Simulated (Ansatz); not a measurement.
# H3CN: the cost of one run

Program: Ansatz 0.2.0. Level of theory: DFT r2SCAN, plane waves, PAW, scalar-relativistic, no spin polarisation. These are calculated values, not measurements.

## 1. Starting point

The cell holds 30 atoms (C6H18N6): a = 7.663 Å, b = 7.663 Å, c = 7.663 Å, α = 90.00°, β = 90.00°, γ = 90.00°.

Coordinates:

```xyz
30
Lattice="7.6631 0.0000 0.0000 0.0000 7.6631 0.0000 0.0000 0.0000 7.6631" Properties=species:S:1:pos:R:3 pbc="T T T"
N     2.9281    3.6279    7.8383
N     2.9123    2.8885    6.9840
N     5.0507    6.9976    5.6484
N     4.8455    6.7073    4.5757
N     6.2002    1.1724    2.7854
N     6.2736    1.2558    3.9099
C     1.1355    4.0182    5.3235
C    -0.3881    4.0001    5.2790
H     1.5453    3.0090    5.2346
H     1.5475    4.6171    4.5074
H     1.4982    4.4426    6.2630
H    -0.7980    5.0092    5.3678
H    -0.7509    3.5757    4.3395
H    -0.8001    3.4011    6.0950
C     6.0935    4.9631    2.0059
C     6.6291    6.3902    2.0162
H     6.1185    4.5390    0.9990
H     6.6867    4.3138    2.6546
H     5.0589    4.9269    2.3560
H     6.6041    6.8143    3.0231
H     7.6637    6.4264    1.6661
H     6.0359    7.0395    1.3674
C     3.0914    7.1763    1.7614
C     2.9073    7.4305    0.2696
H     3.2678    8.1094    2.3022
H     2.2059    6.7039    2.1938
H     3.9436    6.5181    1.9477
H     2.7309    6.4974   -0.2713
H     2.0551    8.0888    0.0833
H     3.7928    7.9029   -0.1629
```

## 2. Relaxing the start

Contents of input.yaml:

```yaml
accuracy: low
crystal:
  lattice:
    - [7.663094, 0.0, 0.0]
    - [0.0, 7.663094, 0.0]
    - [0.0, 0.0, 7.663094]
  atoms:
    - { symbol: "N", position: [0.3821027, 0.4734242, 1.0228674] }
    - { symbol: "N", position: [0.3800389, 0.3769377, 0.9113785] }
    - { symbol: "N", position: [0.659088, 0.9131562, 0.7370861] }
    - { symbol: "N", position: [0.6323169, 0.8752791, 0.5971135] }
    - { symbol: "N", position: [0.8090951, 0.1529886, 0.3634805] }
    - { symbol: "N", position: [0.8186804, 0.16388, 0.5102224] }
    - { symbol: C, position: [0.1481801, 0.5243556, 0.6946919] }
    - { symbol: C, position: [-0.0506508, 0.5219896, 0.6888823] }
    - { symbol: H, position: [0.2016599, 0.3926605, 0.6830982] }
    - { symbol: H, position: [0.2019356, 0.6025108, 0.5882015] }
    - { symbol: H, position: [0.1955129, 0.5797348, 0.8172923] }
    - { symbol: H, position: [-0.1041306, 0.6536847, 0.7004761] }
    - { symbol: H, position: [-0.0979836, 0.4666105, 0.5662819] }
    - { symbol: H, position: [-0.1044063, 0.4438344, 0.7953728] }
    - { symbol: C, position: [0.7951736, 0.6476578, 0.261756] }
    - { symbol: C, position: [0.8650692, 0.8338992, 0.2631018] }
    - { symbol: H, position: [0.7984405, 0.5923209, 0.1303586] }
    - { symbol: H, position: [0.8725834, 0.5629342, 0.3464185] }
    - { symbol: H, position: [0.6601611, 0.6429369, 0.3074446] }
    - { symbol: H, position: [0.8618023, 0.8892361, 0.3944991] }
    - { symbol: H, position: [1.0000817, 0.8386201, 0.2174131] }
    - { symbol: H, position: [0.7876594, 0.9186228, 0.1784392] }
    - { symbol: C, position: [0.4034152, 0.936481, 0.2298518] }
    - { symbol: C, position: [0.3793896, 0.9696469, 0.0351832] }
    - { symbol: H, position: [0.4264356, 1.0582452, 0.3004325] }
    - { symbol: H, position: [0.2878607, 0.8748344, 0.2862873] }
    - { symbol: H, position: [0.5146265, 0.8505805, 0.2541682] }
    - { symbol: H, position: [0.3563692, 0.8478827, -0.0353975] }
    - { symbol: H, position: [0.2681784, 1.0555473, 0.0108669] }
    - { symbol: H, position: [0.4949442, 1.0312934, -0.0212522] }
basis:
  ecutwfc: 500.0
kpoints:
  mp_grid: { grid: [1, 1, 1] }
hamiltonian:
  xc: r2scan
scf:
  occupations: { method: fermi_dirac, width: 0.05 }
  lower_state_search: "off"
relax:
  f_tol: 0.3
  max_steps: 15
  adjacent_minimum: "off"
```

Started as:

```bash
$ ansatz run input.yaml --threads 1 --pin off --max-ram 3072MiB --backend cpu --events-out ev --progress --plain --runs-dir out
```

**Question.** How long does this run take on 1 thread of Arm Neoverse V2, shared host, and how much memory does it need?

About 4.4 min, with a peak of 0.82 GiB.
